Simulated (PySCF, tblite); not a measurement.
**C₈H₇F₃O: geometry, infrared bands, NMR shifts, spin-spin couplings and electronic excitations**

Wanted: the infrared bands, NMR shifts, spin-spin couplings and electronic excitations of C₈H₇F₃O (`Oc1ccc(CC(F)(F)F)cc1`), by calculation.

Computed with tblite 0.8.0 and PySCF 2.14.0, with density-fitted response routines of our own, on a single molecule in the gas phase. Atoms count from 0, in the outputs and in this text.

### Step 1. The molecule as given

19 atoms, charge 0, multiplicity 1; geometry from: force field or distance geometry start.

Bonds of the start (Å): O0–C1 1.37, C1–C2 1.39, C2–C3 1.40, C3–C4 1.40, C4–C5 1.51, C5–C6 1.52, C6–F7 1.35, C6–F8 1.34, C6–F9 1.35, C4–C10 1.40, C10–C11 1.39, C11–C1 1.38, O0–H12 0.96, C2–H13 1.08, C3–H14 1.09, C5–H15 1.11, C5–H16 1.10, C10–H17 1.08, C11–H18 1.09.

### Step 2. Geometry optimisation with GFN2-xTB

Job settings and geometry (Å):

```
{"job": {"kind": "relax", "xc": "GFN2-xTB", "basis": "xTB"}, "charge": 0, "multiplicity": 1}
O      3.675000     0.516900    -0.429600
C      2.338700     0.333800    -0.169400
C      1.822800    -0.949100     0.010300
C      0.451200    -1.085900     0.272500
C     -0.380200     0.029900     0.399000
C     -1.858500    -0.130900     0.672400
C     -2.693300    -0.349400    -0.573500
F     -3.992900    -0.479800    -0.224600
F     -2.604900     0.680800    -1.429900
F     -2.343000    -1.480000    -1.221300
C      0.171400     1.305900     0.212400
C      1.531400     1.451100    -0.057100
H      4.093300    -0.346600    -0.477700
H      2.442100    -1.830400    -0.077200
H      0.040900    -2.086500     0.405400
H     -2.223300     0.757400     1.219100
H     -1.994300    -0.967400     1.368900
H     -0.448200     2.192700     0.282600
H      1.962000     2.446700    -0.189900
```

Started as:

```bash
> OMP_NUM_THREADS=2 python probes_run.py task.json out
```

One launch serves the whole session: the jobs run in the order shown.

**Question.** This job is followed by: GFN2-xTB harmonic vibrations, gas phase; PBE0-D3(BJ)/def2-SVP geometry optimisation, gas phase; GIAO PBE0/pcSseg-1 NMR shielding, non-relativistic, gas phase; B3LYP/pcJ-1 indirect spin-spin coupling, non-relativistic, gas phase; TDDFT PBE0/def2-SVPD, vertical, gas phase, core orbitals frozen in the response; GIAO B97-2/pcSseg-2 NMR shielding, non-relativistic, gas phase. Predict these results of the whole session: strongest single infrared mode (GFN2-xTB); zero-point energy (GFN2-xTB); point group; rotational constants (main isotopes); ¹³C shifts against TMS (PBE0/pcSseg-1, means over atoms taken as alike); ¹H shifts against TMS (PBE0/pcSseg-1, means over atoms taken as alike); ¹⁷O shifts against H2O (PBE0/pcSseg-1); ¹⁹F shifts against CFCl3 (PBE0/pcSseg-1, means over atoms taken as alike); largest coupling of the table (B3LYP/pcJ-1); lowest singlet (PBE0/def2-SVPD); brightest single state of those computed; lowest triplet; range of the shift of O0.

As calculated:

| quantity | value |
| --- | --- |
| strongest single infrared mode (GFN2-xTB) | 1049 cm⁻¹, 343 km/mol |
| zero-point energy (GFN2-xTB) | 83.3 kcal/mol |
| point group | C1 |
| rotational constants (main isotopes) | 2.49, 0.47, 0.44 GHz |
| ¹³C shifts against TMS (PBE0/pcSseg-1, means over atoms taken as alike) | 162.2, 138.5, 130.6, 125.7, 118.3, 42.3 ppm |
| ¹H shifts against TMS (PBE0/pcSseg-1, means over atoms taken as alike) | 7.32, 6.79, 3.91, 2.89 ppm |
| ¹⁷O shifts against H2O (PBE0/pcSseg-1) | 125.1 ppm |
| ¹⁹F shifts against CFCl3 (PBE0/pcSseg-1, means over atoms taken as alike) | -82.0 ppm |
| largest coupling of the table (B3LYP/pcJ-1) | ¹J(C,F) C6–F7, -341.4 Hz |
| lowest singlet (PBE0/def2-SVPD) | 5.07 eV (245 nm), f = 0.025 |
| brightest single state of those computed | state 6, 6.87 eV, f = 0.667 |
| lowest triplet | 3.94 eV |
| range of the shift of O0 | 117.6 to 125.1 ppm |

What this shows: All 51 modes are real, so the xTB geometry is a minimum. The strongest single mode, at 1049 cm⁻¹, moves mainly C6. Unscaled tight-binding wavenumbers are off by several per cent, some by more. Its intensities can rank the bands wrongly. Over 6 steps the energy fell by 0.255 eV; of the close pairs, C2–C3 changed most, 1.331 to 1.392 Å (PBE0/def2-SVP). No frequency check was run at this level, so the end point may be a saddle. NICS(1)zz of -26 ppm above the planar ring from C1 marks a diatropic (aromatic) ring current. In the run at B3LYP/pcJ-1, the largest coupling of the table is C6–F7 (mean over like pairs), -341.4 Hz, of which the Fermi-contact term gives -316.8 Hz. Couplings across rotatable bonds belong to this one conformer; where others are populated, the observed values are averages. Density functionals describe couplings to fluorine poorly, F–F couplings above all, so those rows are rough. The first singlet state (HOMO→LUMO 0.81, HOMO−1→LUMO+1 0.18) lies at 5.07 eV and is weak; of the 10 states computed, the strongest absorption comes from state 6 at 6.87 eV. The lowest triplet lies 1.13 eV below the lowest singlet (triplets in Tamm-Dancoff, singlets in full TDDFT). States above −ε(HOMO) lie where TDDFT describes them poorly and they hang on the basis; the brightest is among them. In ppm, O0 moves most: its shift spreads over 7.6 ppm, from 117.6 (B97-2/pcSseg-2) to 125.1 (PBE0/pcSseg-1). Most of that comes from the computed reference, not from the atom's own shielding.
